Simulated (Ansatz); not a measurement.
# CH₃BO₂S: one species, many methods

The task here is to estimate one member of a computed series from the others.

Program: Ansatz 0.2.0, Gaussian basis. Level of theory: functionals in def2-TZVPP, the program's frozen cores in correlated methods. These are calculated values, not measurements.

The runs, in order: LDA (SPW92), PBE-D4, revPBE-D4, BLYP-D4, r2SCAN-D4, B97M-V, PBE0-D4, B3LYP-D4, r2SCANh-D4, r2SCAN0-D4, HSE06-D4, BHLYP-D4, CAM-B3LYP-D4, LC-ωPBE, ωB97X-V, ωB97M-V, B2PLYP, PBE-QIDH; CCSD(T)/def2-SVP; CCSD(T)/def2-TZVPP; MP2/def2-QZVPP; extrapolation to the limit; RPA on PBE.

### The geometry

All runs share one geometry, relaxed beforehand with PBE0-D4 in a triple-zeta def2 set.

SMILES `SC1OBO1`, 8 atoms, charge 0, spin multiplicity 1.

Atoms are counted from 1 here; the program's logs count them from 0.

Bond lengths: S1–C2 1.792 Å, S1–H6 1.343 Å, C2–O3 1.420 Å, C2–O5 1.430 Å, C2–H7 1.091 Å, O3–B4 1.385 Å, B4–O5 1.379 Å, B4–H8 1.185 Å. Angles: C2–S1–H6 94.7°, S1–C2–O3 110.3°, S1–C2–O5 116.2°, S1–C2–H7 111.5°, O3–C2–O5 94.1°, O3–C2–H7 112.8°, O5–C2–H7 111.0°, C2–O3–B4 84.0°, O3–B4–O5 98.0°, O3–B4–H8 130.6°, O5–B4–H8 131.4°, C2–O5–B4 83.9°.

As a file:

```
S    -1.3622    1.2019   -0.6525
C     0.1669    0.3562   -0.2544
O     0.1951   -0.9246   -0.8675
B     0.3163   -1.3845    0.4335
O     0.2724   -0.1641    1.0736
H    -0.9734    2.3791   -0.1365
H     1.0372    0.9642   -0.5056
H     0.4400   -2.4851    0.8536
```

Set-up of the first run:

Input file in.yaml:

```yaml
crystal:
  periodic: [false, false, false]
  atoms:
    - {symbol: S, position_ang: [-1.362250, 1.201867, -0.652525]}
    - {symbol: C, position_ang: [0.166933, 0.356207, -0.254366]}
    - {symbol: O, position_ang: [0.195064, -0.924605, -0.867514]}
    - {symbol: B, position_ang: [0.316316, -1.384517, 0.433540]}
    - {symbol: O, position_ang: [0.272387, -0.164073, 1.073638]}
    - {symbol: H, position_ang: [-0.973437, 2.379062, -0.136452]}
    - {symbol: H, position_ang: [1.037193, 0.964207, -0.505576]}
    - {symbol: H, position_ang: [0.439993, -2.485147, 0.853555]}
basis:
  gaussian: {orbitals: def2-TZVPP}
hamiltonian: {xc: lda}
output: {orbitals: {seedname: orbitals}}
```

Started as:

```
ansatz run in.yaml --threads 2 --pin off --events-out ev --progress --plain --max-ram 4352MiB
```

Steps of the session up to this table: LDA; PBE-D4 (GGA); revPBE-D4 (GGA); BLYP-D4 (GGA); r2SCAN-D4 (meta-GGA); B97M-V (meta-GGA); PBE0-D4 (hybrid); B3LYP-D4 (hybrid); r2SCANh-D4 (hybrid); r2SCAN0-D4 (hybrid); HSE06-D4 (hybrid); BHLYP-D4 (hybrid); CAM-B3LYP-D4 (range-separated); LC-ωPBE (range-separated); ωB97X-V (range-separated); ωB97M-V (range-separated); B2PLYP (double hybrid); PBE-QIDH (double hybrid).

One table of the session follows, with a row left open; its other results are not shown here.

It belongs to the step «Orbital energies across the functionals». 

```
  functional  HOMO (eV)  gap (eV)
 LDA (SPW92)      -6.59      5.24
      PBE-D4      -6.43      5.30
   revPBE-D4      -6.37      5.34
     BLYP-D4      -6.28      5.24
   r2SCAN-D4      -6.70      5.89
      B97M-V      -6.77      5.90
     PBE0-D4      -7.69      7.57
    B3LYP-D4      -7.44      7.04
  r2SCANh-D4      -7.16      6.72
  r2SCAN0-D4          ?         ?
    HSE06-D4      -7.28      6.78
    BHLYP-D4      -8.81      9.65
CAM-B3LYP-D4      -9.06      9.99
     LC-ωPBE     -10.50     12.68
     ωB97X-V     -10.10     12.13
     ωB97M-V      -9.94     11.69
```

Q: Estimate the row for r2SCAN0-D4 from the others.

Worked estimate for «HOMO (eV)». Against the share of exact exchange, r2SCAN-D4 (0, -6.70), r2SCANh-D4 (0.1, -7.16) give a slope of -4.60 per unit share; at 0.25 the line stands at -7.85.

The run gave: HOMO (eV): -7.86; gap (eV): 7.95. In «HOMO (eV)» the line misses by +0.01.
